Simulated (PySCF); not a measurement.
# Lu2O3: other functionals and bases at one geometry

The task here is to estimate one member of a computed series from the others.

The runs use PySCF 2.14.0; several levels, as the steps say, no spin–orbit coupling.

1 further run of the same task is left out (for a known fault of the program).

## Where the work starts

5 atoms, charge 0, spin multiplicity 1.

Bond lengths: Lu1–Lu2 2.682 Å, Lu1–O3 2.044 Å, Lu1–O4 2.044 Å, Lu1–O5 2.044 Å, Lu2–O3 2.044 Å, Lu2–O4 2.044 Å, Lu2–O5 2.044 Å. Angles: Lu2–Lu1–O3 49.0°, Lu2–Lu1–O4 49.0°, Lu2–Lu1–O5 49.0°, O3–Lu1–O4 81.6°, O3–Lu1–O5 81.6°, O4–Lu1–O5 81.6°, Lu1–Lu2–O3 49.0°, Lu1–Lu2–O4 49.0°, Lu1–Lu2–O5 49.0°, O3–Lu2–O4 81.6°, O3–Lu2–O5 81.6°, O4–Lu2–O5 81.6°, Lu1–O3–Lu2 82.0°, Lu1–O4–Lu2 82.0°, Lu1–O5–Lu2 82.0°.

Coordinates:

```xyz
5
Lu2O3
Lu    0.0000    0.0000    1.3409
Lu    0.0000    0.0000   -1.3409
O     1.5426    0.0000    0.0000
O    -0.7713    1.3359    0.0000
O    -0.7713   -1.3359    0.0000
```

Formal oxidation states: Lu +3. Each metal's 14 4f electrons lie in its core potential, so multiplicities, spins and levels count the valence alone. An earlier session relaxed this geometry at BP86, Lu lcecp-1-SVP with ECP60, O def2-SVP (singlet, point group D3h).

At BP86 on the finer grid: E = -305.835212 Eh, HOMO -4.12 eV, LUMO -2.24 eV, Mulliken charge on Lu1 +0.76 e, largest force component 0.016 eV/Å. 

Levels to run: BLYP; HF; PBE; revPBE; BP86, TZVP. Hardware: 2 threads of Arm Neoverse V2, shared host.

Set-up of the first run:

The input, run.py (the lines that set the calculation):

```python
mol = gto.M(atom='''
Lu     0.00000     0.00000     1.34094
Lu     0.00000     0.00000    -1.34094
O      1.54255    -0.00001     0.00000
O     -0.77127     1.33589     0.00000
O     -0.77128    -1.33588     0.00000''',
    basis={'Lu': 'lcecp-1-SVP', 'O': 'def2-SVP'},
    ecp={'Lu': 'lcecp-1-SVP'},
    charge=0, spin=0)
mf = dft.RKS(mol, xc='BLYP')
mf.grids.atom_grid = (75, 302)  # f atoms: unpruned, at least (60, 302)
mf = mf.density_fit()  # fitting sets: Lu AutoAux, O def2-universal-JKFIT
mf.conv_tol = 1e-08; mf.max_cycle = 55
mf.kernel(dm0)  # dm0: the density of the relaxed state
```

Started as:

```
$ OMP_NUM_THREADS=2 python run.py
```

Among the steps run: BLYP; HF; PBE; revPBE; BP86, TZVP.

One of the session's tables, all rows but one given; the rest of the session is left out.

```
              level  HOMO (eV)  gap (eV)  charge on Lu1 (e)  largest force component (eV/Å)
BP86 (relaxed here)      -4.12      1.88               0.76                            0.02
               BLYP      -3.91      1.61               0.75                            0.65
                 HF          ?         ?                  ?                               ?
                PBE      -4.01      1.78               0.76                            0.05
             revPBE      -3.91      1.75               0.78                            0.22
         BP86, TZVP      -4.20      1.96               1.12                            0.08
```

Q: Estimate the row for HF from the others.

As computed: HOMO (eV): -8.58; gap (eV): 8.58; charge on Lu1 (e): 1.33; largest force component (eV/Å): 0.09. In the column «HOMO (eV)» it is the lowest.

In one basis the HOMO–LUMO gap runs from 1.61 eV (BLYP) to 8.58 eV (HF). The largest leftover force, 0.65 eV/Å with BLYP, stands at a geometry relaxed at another level. With 4f in the core, its levels are missing from HOMO and gap, and its count is fixed, so no charge can pass from the ligands into it. Total energies of different levels can't be compared.
